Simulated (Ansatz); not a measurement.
**HfNCl (singlet): from Hartree-Fock to the top rungs at a displaced geometry (v1), def2-SVP**

One table from this session's results is given with a row withheld; the runs are named, their logs left out.

The runs use Ansatz 0.2.0, Gaussian basis; def2-SVP, core rule «outside noble gas», up to 10 orbitals frozen.

The runs, in order: UHF; CCSD(T) on RHF; CCSD(T) on UHF; CISD; CCSDT(Q) on RHF; CASSCF and NEVPT2, 8 electrons in 8 orbitals.

11 further runs of the same task are left out: 2 that didn't finish, 9 set aside as unsound or not needed. Runs told in other sessions of the task aren't counted.

## What is computed

The geometry is a PBE0/def2-TZVP stationary point (not a proven minimum) with its atoms shifted at random (size 0.040 Å). No spin-orbit coupling is included. Elements past krypton take def2 core potentials.

3 atoms, charge 0, spin multiplicity 1.

Atoms are counted from 1 here; the program's logs count them from 0.

Bond lengths: Hf1–N2 1.734 Å, Hf1–Cl3 2.428 Å. Angles: N2–Hf1–Cl3 109.4°.

Coordinates:

```xyz
3
ClHfN
Hf   -0.00728    0.14499    0.32570
N    -0.00811   -1.39897    1.11461
Cl    0.03985   -0.17728   -2.08013
```

The first run:

Input file in.yaml:

```yaml
crystal:
  periodic: [false, false, false]
  atoms:
    - {symbol: Hf, position_ang: [-0.007279, 0.144994, 0.325704]}
    - {symbol: N, position_ang: [-0.008112, -1.398970, 1.114613]}
    - {symbol: Cl, position_ang: [0.039852, -0.177278, -2.080135]}
basis:
  gaussian: {orbitals: def2-SVP}
magnetization: {spin_polarized: true, initial_magnetization: 0}
hamiltonian: {xc: hf}
output: {orbitals: {seedname: orbitals}}
```

Command:

```
$ ansatz run in.yaml --threads 1 --pin off --events-out ev --progress --plain --max-ram 2393MiB
```

Among the steps run: UHF; CCSD(T) on RHF; CCSD(T) on UHF; CISD; CCSDT(Q) on RHF; CASSCF and NEVPT2, 8 electrons in 8 orbitals.

One table of the session follows, with a row left open; its other results are not shown here.

| method | from RCCSDT(Q) (meV) |
| --- | --- |
| RHF | +11891.2 |
| UHF | +11325.2 |
| RMP2 | +156.8 |
| RCCSD | +629.6 |
| RCCSD(T) | ? |
| RCCSDT | +68.7 |
| RCCSDT(Q) | 0 |

Q: Estimate the row for RCCSD(T) from the others.

**Answer.** from RCCSDT(Q) (meV): +75.2. In the column «from RCCSDT(Q) (meV)» it lies between RCCSDT (+68.7) and RMP2 (+156.8).

Not comparable, so not listed: CCSD(T) on UHF; CISD (they don't share determinant, frozen orbitals or solution with the rows shown, or repeat one).

Left out of the table: CASSCF frontier, NEVPT2 frontier (the active space lost an orbital or holds another state than full CI finds).

To keep in mind: The determinant of HF (⟨S²⟩ 1.11) is far from a pure spin state, so its energy mixes those of several spin states; that is harmless only where they are near-degenerate. Warnings: restricted reference is unstable; spin contamination; large T1 diagnostic. Warnings in the runs' records: passed over end.
